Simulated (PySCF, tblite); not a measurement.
# C₅H₁₂O₂Si₂: geometry, infrared bands and NMR shifts

What infrared bands and NMR shifts should C₅H₁₂O₂Si₂ (`CC(C)=C([SiH3])[SiH2]OC=O`) show?

Programs: tblite 0.8.0 and PySCF 2.14.0, with density-fitted response routines of our own. Each step states its level of theory. These are calculated values for one molecule in the gas phase, unless marked as measured. Atoms count from 0, in the outputs and in this text.

## 1. Starting geometry

21 atoms, charge 0, multiplicity 1; geometry from: force field or distance geometry start.

Bonds of the start (Å): C0–C1 1.49, C1–C2 1.50, C1–C3 1.31, C3–Si4 1.85, C3–Si5 1.84, Si5–O6 1.73, O6–C7 1.41, C7–O8 1.28, C0–H9 1.14, C0–H10 1.12, C0–H11 1.09, C2–H12 1.12, C2–H13 1.13, C2–H14 1.10, Si4–H15 1.45, Si4–H16 1.49, Si4–H17 1.50, Si5–H18 1.48, Si5–H19 1.47, C7–H20 1.09.

## 2. Optimising the geometry with GFN2-xTB

The job: settings as JSON, then the geometry in Å.

```
{"job": {"kind": "relax", "xc": "GFN2-xTB", "basis": "xTB"}, "charge": 0, "multiplicity": 1}
C     -2.545700    -0.633300    -0.262800
C     -1.329800     0.160600     0.075800
C     -1.495700     1.649500     0.142100
C     -0.156900    -0.375600     0.324300
Si     0.186800    -2.194100     0.306500
Si     1.262200     0.722500     0.745200
O      2.153400     1.252400    -0.641300
C      3.447600     0.762900    -0.919300
O      3.966000    -0.099600    -0.133800
H     -3.374600     0.074100    -0.580500
H     -2.938400    -1.107400     0.671800
H     -2.405600    -1.339300    -1.079200
H     -1.743200     1.983200     1.180200
H     -2.359600     1.956200    -0.515900
H     -0.583300     2.170100    -0.180700
H     -1.019300    -2.997300     0.319200
H      1.085600    -2.495800     1.454300
H      1.060000    -2.466300    -0.881600
H      2.092800    -0.040700     1.698000
H      0.706100     1.921200     1.392700
H      3.982600     1.113500    -1.806100
```

Launch:

```console
> OMP_NUM_THREADS=1 python probes_run.py task.json out
```

One launch serves the whole session: the jobs run in the order shown.

**Question.** This job is followed by: GFN2-xTB harmonic vibrations, gas phase; GIAO PBE0/pcSseg-1 NMR shielding, non-relativistic, gas phase. What will the session give for the following? strongest single infrared mode (GFN2-xTB); zero-point energy (GFN2-xTB); 13C shifts against TMS (PBE0/pcSseg-1); 1H shifts against TMS (PBE0/pcSseg-1, means over atoms taken as alike); 29Si shifts against TMS (PBE0/pcSseg-1); 17O shifts against H2O (PBE0/pcSseg-1).

The runs gave:

```
                                                              quantity                                value
                             strongest single infrared mode (GFN2-xTB)                 776 cm⁻¹, 482 km/mol
                                          zero-point energy (GFN2-xTB)                        94.6 kcal/mol
                                13C shifts against TMS (PBE0/pcSseg-1)  177.1, 165.4, 125.2, 33.0, 26.4 ppm
1H shifts against TMS (PBE0/pcSseg-1, means over atoms taken as alike)     8.09, 5.40, 4.32, 2.26, 2.07 ppm
                               29Si shifts against TMS (PBE0/pcSseg-1)                     -27.8, -80.6 ppm
                                17O shifts against H2O (PBE0/pcSseg-1)                     457.2, 209.5 ppm
```

**Reading.** Over 138 steps the energy fell by 1.192 eV; of the close pairs, O6–C7 changed most, 1.411 to 1.297 Å. The lowest mode is imaginary (30i cm⁻¹), so the xTB geometry is not a minimum. The strongest single mode, at 776 cm⁻¹, is carried by H17, H16, H19. Unscaled tight-binding wavenumbers are off by several per cent, some by more. Its intensities can rank the bands wrongly. At PBE0/pcSseg-1: The largest span, 636 ppm, is at O8, where the paramagnetic term is -527 ppm.
